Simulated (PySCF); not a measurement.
# C7H14O (2-methylhexanal): the cost of one run

Computed with PySCF 2.14.0 and routines of our own; the level stands in each step. Atoms count from 0.

## 1. The starting structure

22 atoms, charge 0, multiplicity 1; geometry from: GFN2-xTB.

## 2. Geometry optimisation at PBE0-D3(BJ)/def2-SVP

The job: settings as JSON, then the geometry in Å.

```
{"job": {"xc": "PBE0", "basis": "def2-SVP", "d3": "d3bj", "grid": 2, "kind": "geom"}, "charge": 0, "multiplicity": 1}
C      3.356828    -0.250290    -0.588697
C      2.130242     0.077375     0.253391
C      0.839464    -0.043794    -0.552998
C     -0.389324     0.292504     0.289576
C     -1.690091     0.196625    -0.509673
C     -2.867299     0.835218     0.237961
C     -2.066218    -1.230291    -0.816335
O     -1.516812    -2.213992    -0.410799
H      3.294493    -1.266256    -0.971699
H      4.263916    -0.162033     0.004567
H      3.433232     0.429897    -1.434422
H      2.219528     1.094168     0.644115
H      2.084624    -0.602705     1.106261
H      0.888518     0.631543    -1.411740
H      0.747476    -1.062903    -0.931908
H     -0.445153    -0.398302     1.132949
H     -0.287432     1.304730     0.687709
H     -1.574321     0.713017    -1.470672
H     -2.674229     1.891635     0.406864
H     -3.786669     0.739888    -0.335732
H     -3.007916     0.350832     1.201651
H     -2.963266    -1.307482    -1.466601
```

Command:

```
$ OMP_NUM_THREADS=1 python excited_run.py task.json out
```

One launch serves the whole session: the jobs run in the order shown.

Q: Estimate the wall time and peak memory of this first job on 1 thread of Intel Xeon Platinum 8488C, shared host.

About 95 s, with a peak of 0.83 GiB.
